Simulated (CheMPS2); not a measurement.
**BCl3 (boron trichloride) at DMRG/ANO-RCC-MB**

What is the energy change on altering one bond length of BCl3 (boron trichloride) at DMRG/ANO-RCC-MB? 

The calculation is run with CheMPS2 1.8.12.

2 further runs of the same task are left out: 1 that didn't finish, 1 set aside as unsound or not needed. Runs told in other sessions of the task aren't counted.

**1. Starting point**

BCl3: 4 atoms, total charge 0, spin state singlet. As SMILES, `ClB(Cl)Cl`. The shape is that of a GFN2-xTB optimisation.

Bond lengths: Cl1–B2 1.723 Å, B2–Cl3 1.723 Å, B2–Cl4 1.723 Å. Angles: Cl1–B2–Cl3 120.0°, Cl1–B2–Cl4 120.0°, Cl3–B2–Cl4 120.0°.

**2. The energy at DMRG/ANO-RCC-MB**

Input file integrals.py:

```python
from pyscf import ao2mo, cc, dft, gto, mcscf, mp, scf
from pyscf.tools import fcidump

geom = """
Cl
B 1 1.723384
Cl 2 1.723332 1 119.99099
Cl 2 1.722975 3 120.019 1 -179.65076
"""
mol = gto.M(
    atom=geom,
    basis="ano-rcc-mb",
    charge=0,
    spin=0,
    verbose=4,
)
print("nao                     : %d" % (mol.nao))
mf = scf.RHF(mol)
mf.conv_tol = 1e-10
mf.max_cycle = 200
mf.kernel()
if not mf.converged:
    mf = mf.newton().run(mf.mo_coeff, mf.mo_occ)
print("E(HF)                   : %.10f" % (mf.e_tot))
# MP2, CCSD and CCSD(T) with the same frozen core
ref = mf
pt = mp.MP2(ref, frozen=16).run()
mycc = cc.CCSD(ref, frozen=16)
mycc.max_cycle = 150
mycc.kernel()
print("MP2 total energy        : %.10f" % (pt.e_tot))
if mycc.converged:
    print("CCSD total energy       : %.10f" % (mycc.e_tot))
    print(f"CCSD(T) total energy    : {mycc.e_tot + mycc.ccsd_t():.10f}")
    print(f"T1 diagnostic           : {mycc.get_t1_diagnostic():.4f}")
# a few density functionals on the same geometry and basis
ks = dft.RKS(mol, xc="tpss").set(conv_tol=1e-9, verbose=3).run()
if ks.converged:
    print(f"E(TPSS)                 : {ks.e_tot:.8f}")
ks = dft.RKS(mol, xc="m06l").set(conv_tol=1e-9, verbose=3).run()
if ks.converged:
    print("E(M06-L)                : %.8f" % (ks.e_tot))
ks = dft.RKS(mol, xc="pbe0").set(conv_tol=1e-9, verbose=3).run()
if ks.converged:
    print(f"E(PBE0)                 : {ks.e_tot:.8f}")
ks = dft.RKS(mol, xc="hse06").set(conv_tol=1e-9, verbose=3).run()
if ks.converged:
    print("E(HSE06)                : %.8f" % (ks.e_tot))
# natural orbitals of MP2 give a compact matrix product state
occ_no, mo = mcscf.addons.make_natural_orbitals(mp.MP2(mf, frozen=16).run())
mf.mo_coeff = mo
# FCIDUMP for the DMRG program
cas = mcscf.CASCI(mf, 16, 24)
h1, ecore = cas.get_h1eff()
fcidump.from_integrals("FCIDUMP", h1, cas.get_h2eff(), 16, 24, nuc=ecore, ms=0)
```

Input file dmrg.input:

```
FCIDUMP = FCIDUMP
GROUP = 0
MULTIPLICITY = 1
NELECTRONS = 24
IRREP = 0
EXCITATION = 0
SWEEP_STATES = 150, 225, 300, 300
SWEEP_ENERGY_CONV = 1e-05, 1e-05, 1e-05, 1e-07
SWEEP_MAX_SWEEPS = 4, 2, 4, 6
SWEEP_NOISE_PREFAC = 0.05, 0.05, 0.005, 0.0
SWEEP_DVDSON_RTOL = 1e-04, 1e-04, 1e-04, 1e-05
NOCC = 0
NACT = 16
NVIR = 0
MOLCAS_FIEDLER = TRUE
PRINT_CORR = TRUE
TMP_FOLDER = .
```

The run is started by

```
$ python integrals.py && chemps2 --file=dmrg.input
```

Standard output:

```text
$ python integrals.py

[INPUT] verbose = 4
[INPUT] num. atoms = 4
[INPUT] num. electrons = 56
[INPUT] charge = 0
[INPUT] spin (= nelec alpha-beta = 2S) = 0
[INPUT] symmetry False subgroup None
[INPUT] Mole.unit = angstrom
[INPUT] Symbol           X                Y                Z      unit          X                Y                Z       unit  Magmom
[INPUT]  1 Cl     0.000000000000   0.000000000000   0.000000000000 AA    0.000000000000   0.000000000000   0.000000000000 Bohr   0.0
[INPUT]  2 B      1.723384000000   0.000000000000   0.000000000000 AA    3.256723767457   0.000000000000   0.000000000000 Bohr   0.0
[INPUT]  3 Cl     2.584815295479   0.000000000000   1.492584773269 AA    4.884592991042   0.000000000000   2.820576439174 Bohr   0.0
[INPUT]  4 Cl     2.584587316626  -0.009093374663  -1.492276451799 AA    4.884162173448  -0.017183987661  -2.819993796038 Bohr   0.0

nuclear repulsion = 232.021779212151
number of shells = 8
number of NR pGTOs = 200
number of NR cGTOs = 32
basis = ano-rcc-mb
ecp = {}
CPU time:         0.75
nao                     : 32

******** <class 'pyscf.scf.hf.RHF'> ********
method = RHF
initial guess = minao
damping factor = 0
level_shift factor = 0
DIIS = <class 'pyscf.scf.diis.CDIIS'>
diis_start_cycle = 1
diis_space = 8
diis_damp = 0
SCF conv_tol = 1e-10
SCF conv_tol_grad = None
SCF max_cycles = 200
direct_scf = True
direct_scf_tol = 1e-13
chkfile to save SCF result = tmpoq7xziov
max_memory 1800 MB (current use 118 MB)
Set gradient conv threshold to 1e-05
Initial guess from minao.
init E= -1402.95095290108
  HOMO = -0.401070482362075  LUMO = 0.103942286459664  gap/eV = 13.74210
cycle= 1 E= -1401.86084149846  delta_E= 1.09  |g|= 0.434  |ddm|= 2.77
  HOMO = -0.499509671152013  LUMO = -0.0656351255648498  gap/eV = 11.80633
cycle= 2 E= -1401.94894881121  delta_E= -0.0881  |g|= 0.123  |ddm|= 1.16
  HOMO = -0.500522431063632  LUMO = 0.0253608547610038  gap/eV = 14.31001
cycle= 3 E= -1401.95545185318  delta_E= -0.0065  |g|= 0.0169  |ddm|= 0.234
  HOMO = -0.500420271975979  LUMO = 0.0278042712796625  gap/eV = 14.37372
cycle= 4 E= -1401.95566090514  delta_E= -0.000209  |g|= 0.00146  |ddm|= 0.0639
  HOMO = -0.500495262523396  LUMO = 0.0272509282752981  gap/eV = 14.36071
cycle= 5 E= -1401.95566305327  delta_E= -2.15e-06  |g|= 0.000511  |ddm|= 0.00463
  HOMO = -0.500483815172927  LUMO = 0.0274068376696152  gap/eV = 14.36464
cycle= 6 E= -1401.95566331387  delta_E= -2.61e-07  |g|= 6.45e-05  |ddm|= 0.00199
  HOMO = -0.500474391543952  LUMO = 0.0273962319862707  gap/eV = 14.36409
cycle= 7 E= -1401.95566331892  delta_E= -5.04e-09  |g|= 5.31e-06  |ddm|= 0.000274
  HOMO = -0.500473386655158  LUMO = 0.0273961741261394  gap/eV = 14.36406
cycle= 8 E= -1401.95566331894  delta_E= -2.36e-11  |g|= 7e-07  |ddm|= 1.82e-05
  HOMO = -0.50047338148229  LUMO = 0.027396120337764  gap/eV = 14.36406
Extra cycle  E= -1401.95566331894  delta_E= 1.36e-12  |g|= 2.06e-07  |ddm|= 1.94e-06
converged SCF energy = -1401.95566331894
E(HF)                   : -1401.9556633189

******** <class 'pyscf.mp.mp2.RMP2'> ********
nocc = 12, nmo = 16
frozen orbitals 16
max_memory 1800 MB (current use 126 MB)
E(RMP2) = -1402.01381915742  E_corr = -0.0581558384834108
E(SCS-RMP2) = -1402.0143008981  E_corr = -0.0586375791647165
E_corr(same-spin) = -0.0128647234792806
E_corr(oppo-spin) = -0.0452911150041302

******** <class 'pyscf.cc.ccsd.CCSD'> ********
CC2 = 0
CCSD nocc = 12, nmo = 16
frozen orbitals 16
max_cycle = 150
direct = 0
conv_tol = 1e-07
conv_tol_normt = 1e-05
diis_space = 6
diis_start_cycle = 0
diis_start_energy_diff = 1e+09
max_memory 1800 MB (current use 126 MB)
Init t2, MP2 energy = -1402.01381915751  E_corr(MP2) -0.0581558385747952
Init E_corr(CCSD) = -0.0581558385748189
cycle = 1  E_corr(CCSD) = -0.0650014941882762  dE = -0.00684565561  norm(t1,t2) = 0.0437116
cycle = 2  E_corr(CCSD) = -0.0684144268314468  dE = -0.00341293264  norm(t1,t2) = 0.0142521
cycle = 3  E_corr(CCSD) = -0.0698087787176146  dE = -0.00139435189  norm(t1,t2) = 0.0065524
cycle = 4  E_corr(CCSD) = -0.0699814790295028  dE = -0.000172700312  norm(t1,t2) = 0.00132653
cycle = 5  E_corr(CCSD) = -0.0699309831130439  dE = 5.04959165e-05  norm(t1,t2) = 0.000426687
cycle = 6  E_corr(CCSD) = -0.0699335012685008  dE = -2.51815546e-06  norm(t1,t2) = 5.51285e-05
cycle = 7  E_corr(CCSD) = -0.0699332887742225  dE = 2.12494278e-07  norm(t1,t2) = 1.53914e-05
cycle = 8  E_corr(CCSD) = -0.069933250278351  dE = 3.84958715e-08  norm(t1,t2) = 2.09096e-06
CCSD converged
E(CCSD) = -1402.025596569217  E_corr = -0.06993325027835101
MP2 total energy        : -1402.0138191574
CCSD total energy       : -1402.0255965692
CCSD(T) correction = -0.00301936935247919
CCSD(T) total energy    : -1402.0286159386
T1 diagnostic           : 0.0114
radial grids:
    Treutler-Ahlrichs [JCP 102, 346 (1995); DOI:10.1063/1.469408] (M4) radial grids

becke partition: Becke, JCP 88, 2547 (1988); DOI:10.1063/1.454033
pruning grids: <function nwchem_prune at 0xf5396182c180>
grids dens level: 3
symmetrized grids: False
atomic radii adjust function: <function treutler_atomic_radii_adjust at 0xf5396182c680>
tot grids = 70688
converged SCF energy = -1404.33374544853
E(TPSS)                 : -1404.33374545
radial grids:
    Treutler-Ahlrichs [JCP 102, 346 (1995); DOI:10.1063/1.469408] (M4) radial grids

becke partition: Becke, JCP 88, 2547 (1988); DOI:10.1063/1.454033
pruning grids: <function nwchem_prune at 0xf5396182c180>
grids dens level: 3
symmetrized grids: False
[... 2 lines left out ...]
converged SCF energy = -1404.21952751853
[... 10 lines left out ...]
converged SCF energy = -1403.78466792079
[... 10 lines left out ...]
converged SCF energy = -1403.84367908764
[... 78 lines left out ...]
***     Minimum energy           = -1402.00249725474
***     Maximum discarded weight = 0
[... 32 lines left out ...]
***     Minimum energy           = -1402.0080279862
***     Maximum discarded weight = 7.44850381791611e-09
[... 6 lines left out ...]
***     Minimum energy           = -1402.02856007456
***     Maximum discarded weight = 1.71352637586912e-06
[... 5 lines left out ...]
***     Minimum energy           = -1402.02901960381
***     Maximum discarded weight = 1.60556345239616e-06
[... 6 lines left out ...]
***     Minimum energy           = -1402.02905515959
***     Maximum discarded weight = 2.40857956010104e-06
[... 5 lines left out ...]
***     Minimum energy           = -1402.029056068
***     Maximum discarded weight = 2.27933377931989e-06
[... 6 lines left out ...]
***     Minimum energy           = -1402.02906241969
***     Maximum discarded weight = 2.06837314604129e-06
[... 5 lines left out ...]
***     Minimum energy           = -1402.02906241978
***     Maximum discarded weight = 1.97549910791865e-06
[... 7 lines left out ...]
***     Maximum discarded weight during the last sweep     = 1.97549910791865e-06
[... 5 lines left out ...]
***     Minimum energy           = -1402.02907848206
***     Maximum discarded weight = 1.9764335865629e-07
[... 5 lines left out ...]
***     Minimum energy           = -1402.0290886552
***     Maximum discarded weight = 3.51252690476058e-07
[... 6 lines left out ...]
***     Minimum energy           = -1402.02909120152
***     Maximum discarded weight = 4.05915729952227e-07
[... 5 lines left out ...]
***     Minimum energy           = -1402.02909141215
***     Maximum discarded weight = 4.10652233860516e-07
[... 7 lines left out ...]
***     Maximum discarded weight during the last sweep     = 4.10652233860516e-07
[... 5 lines left out ...]
***     Minimum energy           = -1402.0290945135
***     Maximum discarded weight = 8.26929672372107e-08
[... 5 lines left out ...]
***     Minimum energy           = -1402.02909639841
***     Maximum discarded weight = 1.33384603644544e-07
[... 7 lines left out ...]
***     Maximum discarded weight during the last sweep     = 1.33384603644544e-07
[... 5 lines left out ...]
***     Minimum energy           = -1402.02909715805
***     Maximum discarded weight = 1.56710278750415e-07
[... 5 lines left out ...]
***     Minimum energy           = -1402.02909719215
***     Maximum discarded weight = 1.5966792306152e-07
[... 6 lines left out ...]
***     Minimum energy           = -1402.02909742279
***     Maximum discarded weight = 1.67400594764643e-07
[... 5 lines left out ...]
***     Minimum energy           = -1402.02909743556
***     Maximum discarded weight = 1.69699046558153e-07
[... 6 lines left out ...]
***     Minimum energy           = -1402.02909754768
***     Maximum discarded weight = 1.72235853446959e-07
[... 5 lines left out ...]
***     Minimum energy           = -1402.02909755242
***     Maximum discarded weight = 1.7249706417137e-07
[... 6 lines left out ...]
***     Minimum energy encountered during the last sweep   = -1402.02909755242
***     Maximum discarded weight during the last sweep     = 1.7249706417137e-07
******************************************************************
********************************************
***  2-RDM and Correlations calculation  ***
********************************************
   N(N-1)                     = 552
   Double trace of DMRG 2-RDM = 552
   Econst + 0.5 * trace(2DM-A * Ham) = -1402.02909690796
   NOON of irrep A = [ 1.99934113088326 , 1.99934110013972 , 1.99913205940382 , 1.99692435197589 , 1.99650723541896 , 1.99650470896976 , 1.98929563642203 , 1.98929247073146 , 1.98262565116465 , 1.98128373237333 , 1.97758884082064 , 1.97757614290919 , 0.0402916390977769 , 0.0306493269927311 , 0.0218301460472734 , 0.0218158266495131 ].
   Single-orbital entropies (Hamiltonian index order is used!) = [ 0.00511438090411015 , 0.00511453795268219 , 0.00747761605404808 , 0.0223173973061783 , 0.0271169750678736 , 0.0271348389127136 , 0.0615179107476554 , 0.0615291913461046 , 0.108469948028109 , 0.0962428956998799 , 0.113559856035738 , 0.113579714226134 , 0.195004673173789 , 0.149537487862123 , 0.113954869808995 , 0.113891134842314 ].
   Idistance(0) = 0.97565891867837
   Idistance(1) = 4.27792007412169
   Idistance(2) = 29.1801100936126
***************************************************
***  Timing information 2-RDM and Correlations  ***
***************************************************
***     Elapsed wall time        = 5.303243 seconds
***************************************************
--------------------------------------------------------
Spin correlation function = 4 * ( < S_i^z S_j^z > - < S_i^z > * < S_j^z > )
Hamiltonian index order is used!

   Columns 1 to 8

    0.000401   -0.000062   -0.000139   -0.000003   -0.000020   -0.000013    0.000001    0.000001
   -0.000062    0.000401   -0.000139   -0.000003   -0.000013   -0.000020    0.000001    0.000001
   -0.000139   -0.000139    0.000706   -0.000000   -0.000033   -0.000033   -0.000039   -0.000039
[... 12 lines of this table left out ...]
   -0.000024   -0.000014   -0.000063   -0.001112   -0.001957   -0.000755    0.000120    0.000140

   Columns 9 to 16

   -0.000007   -0.000018   -0.000017   -0.000008   -0.000073   -0.000004   -0.000014   -0.000024
   -0.000007   -0.000018   -0.000008   -0.000017   -0.000073   -0.000004   -0.000024   -0.000014
   -0.000017   -0.000023   -0.000040   -0.000040    0.000008   -0.000046   -0.000063   -0.000063
[... 12 lines of this table left out ...]
    0.000764    0.000520   -0.006101   -0.001117   -0.001432   -0.004075   -0.001004    0.016111

--------------------------------------------------------
Spin-flip correlation function = < S_i^+ S_j^- > + < S_i^- S_j^+ >
Hamiltonian index order is used!

   Columns 1 to 8

    0.000401   -0.000062   -0.000139   -0.000003   -0.000020   -0.000013    0.000001    0.000001
   -0.000062    0.000401   -0.000139   -0.000003   -0.000013   -0.000020    0.000001    0.000001
   -0.000139   -0.000139    0.000706   -0.000000   -0.000033   -0.000033   -0.000039   -0.000039
[... 12 lines of this table left out ...]
   -0.000024   -0.000014   -0.000063   -0.001112   -0.001957   -0.000755    0.000120    0.000140

   Columns 9 to 16

   -0.000007   -0.000018   -0.000017   -0.000008   -0.000073   -0.000004   -0.000014   -0.000024
   -0.000007   -0.000018   -0.000008   -0.000017   -0.000073   -0.000004   -0.000024   -0.000014
   -0.000017   -0.000023   -0.000040   -0.000040    0.000008   -0.000046   -0.000063   -0.000063
[... 12 lines of this table left out ...]
    0.000764    0.000520   -0.006101   -0.001117   -0.001432   -0.004075   -0.001004    0.016111

--------------------------------------------------------
Density correlation function = < n_i n_j > - < n_i > * < n_j >
Hamiltonian index order is used!

   Columns 1 to 8

    0.000922    0.000062    0.000140    0.000009    0.000023    0.000024    0.000018    0.000062
    0.000062    0.000922    0.000140    0.000009    0.000024    0.000023    0.000062    0.000018
    0.000140    0.000140    0.001165    0.000003    0.000034    0.000034    0.000045    0.000046
[... 12 lines of this table left out ...]
   -0.000451   -0.000216   -0.000461   -0.001883   -0.002519   -0.002102   -0.002161   -0.002218

   Columns 9 to 16

    0.000017    0.000027    0.000024    0.000015   -0.000159   -0.000515   -0.000217   -0.000451
    0.000017    0.000027    0.000015    0.000024   -0.000159   -0.000516   -0.000451   -0.000216
    0.000021    0.000019    0.000078    0.000078   -0.000199   -0.000680   -0.000461   -0.000461
[... 12 lines of this table left out ...]
   -0.003371   -0.005476   -0.017619   -0.005199    0.007229    0.005617    0.003305    0.027527

--------------------------------------------------------
Singlet diradical correlation function = < d_i,up d_j,down > + < d_i,down d_j,up > - < d_i,up > * < d_j,down > - < d_i,down > * < d_j,up >
Hamiltonian index order is used!

   Columns 1 to 8

   -0.000000    0.000062    0.000139    0.000006    0.000022    0.000019    0.000009    0.000031
    0.000062   -0.000000    0.000139    0.000006    0.000019    0.000022    0.000031    0.000009
    0.000139    0.000139   -0.000000    0.000002    0.000034    0.000034    0.000043    0.000043
[... 12 lines of this table left out ...]
    0.000107    0.000059    0.000179    0.001263    0.002042    0.001202    0.000949    0.000901

   Columns 9 to 16

    0.000013    0.000024    0.000022    0.000012    0.000083    0.000136    0.000073    0.000107
    0.000013    0.000024    0.000012    0.000022    0.000083    0.000136    0.000137    0.000059
    0.000020    0.000022    0.000060    0.000060    0.000053    0.000247    0.000180    0.000179
[... 12 lines of this table left out ...]
    0.001196    0.001687    0.007734    0.002431    0.004045    0.004731    0.002077   -0.000130

--------------------------------------------------------
Two-orbital mutual information = 0.5 * ( s1(i) + s1(j) - s2(i,j) ) * ( 1 - delta(i,j) )
Hamiltonian index order is used!

   Columns 1 to 8

    0           0.000222    0.000568    0.000064    0.000102    0.000093    0.000033    0.000111
    0.000222    0           0.000539    0.000066    0.000094    0.000103    0.000112    0.000033
    0.000568    0.000539    0           0.000074    0.000126    0.000126    0.000092    0.000092
[... 12 lines of this table left out ...]
    0.000625    0.000222    0.000630    0.003269    0.005693    0.003183    0.002321    0.002353

   Columns 9 to 16

    0.000063    0.000183    0.000252    0.000066    0.000190    0.000763    0.000260    0.000625
    0.000063    0.000180    0.000066    0.000259    0.000190    0.000766    0.000719    0.000222
    0.000080    0.000224    0.000250    0.000218    0.000176    0.001300    0.000629    0.000630
[... 12 lines of this table left out ...]
    0.003526    0.006936    0.030656    0.005382    0.008163    0.009236    0.003657    0

--------------------------------------------------------
```

Wall time 5 min (1 thread of Arm Neoverse V1, shared host); peak memory 0.25 GiB.

[end of part 1 of 2]
